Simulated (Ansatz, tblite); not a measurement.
# [GaFH3]- (GaH₃F−): charged states by level of theory

One table from this session's results is given with a row withheld; the runs are named, their logs left out.

The runs use Ansatz 0.2.0, Gaussian basis; as each input shows.

Plan: charge 0 doublet, at the geometry of the singlet (PBE0-D4/def2-TZVPD, PBE-D4/def2-TZVPD, r2SCAN-D4/def2-TZVPD, CCSD(T)/def2-TZVPPD); charge 0 doublet, relaxed (PBE0-D4/def2-TZVPD, PBE-D4/def2-TZVPD); the starting singlet's energies come from earlier runs.

### The geometry

The geometry is that of the singlet, from an earlier relaxation (r2SCAN-D4/def2-TZVPD).

5 atoms, charge -1, spin multiplicity 1.

Atoms are counted from 1 here; the program's logs count them from 0.

Bond lengths: Ga1–F2 1.850 Å, Ga1–H3 1.611 Å, Ga1–H4 1.611 Å, Ga1–H5 1.611 Å. Angles: F2–Ga1–H3 106.1°, F2–Ga1–H4 106.1°, F2–Ga1–H5 106.1°, H3–Ga1–H4 112.6°, H3–Ga1–H5 112.6°, H4–Ga1–H5 112.6°.

The ion is computed in the gas phase, without counter-ions or solvent.

Set-up of the first run:

File in.yaml:

```yaml
crystal:
  periodic: [false, false, false]
  atoms:
    - {symbol: Ga, position_ang: [-0.000551, 0.001149, -0.101310]}
    - {symbol: F, position_ang: [0.011043, -0.018945, 1.748321]}
    - {symbol: H, position_ang: [1.544333, 0.010648, -0.558796]}
    - {symbol: H, position_ang: [-0.781526, 1.343782, -0.529573]}
    - {symbol: H, position_ang: [-0.773300, -1.336633, -0.558632]}
basis:
  gaussian: {orbitals: def2-TZVPD}
magnetization: {spin_polarized: true, initial_magnetization: 1}
hamiltonian: {xc: pbe0, dispersion: d4}
output: {orbitals: {seedname: orbitals}}
```

The run is started by

```
$ ansatz run in.yaml --threads 4 --pin off --events-out ev --progress --plain --max-ram 3916MiB
```

Among the steps run: Charge 0 doublet at the fixed geometry, PBE0-D4/def2-TZVPD; Charge 0 doublet at the fixed geometry, PBE-D4/def2-TZVPD; Charge 0 doublet at the fixed geometry, r2SCAN-D4/def2-TZVPD; Charge 0 doublet at the fixed geometry, CCSD(T)/def2-TZVPPD.

One table of the session follows, with a row left open; its other results are not shown here.

It belongs to the step «Vertical ionisation energy». 

| method | vertical ionisation energy (eV) |
| --- | --- |
| HF/def2-TZVPPD | ? |
| PBE-D4/def2-TZVPD | 4.32 |
| r2SCAN-D4/def2-TZVPD | 4.46 |
| PBE0-D4/def2-TZVPD | 4.67 |
| MP2/def2-TZVPPD | 5.01 |
| CCSD/def2-TZVPPD | 5.02 |
| CCSD(T)/def2-TZVPPD | 4.98 |

**Question.** Estimate the row for HF/def2-TZVPPD.

**Answer.** vertical ionisation energy (eV): 4.39. In the column «vertical ionisation energy (eV)» it lies between PBE-D4/def2-TZVPD (4.32) and r2SCAN-D4/def2-TZVPD (4.46).
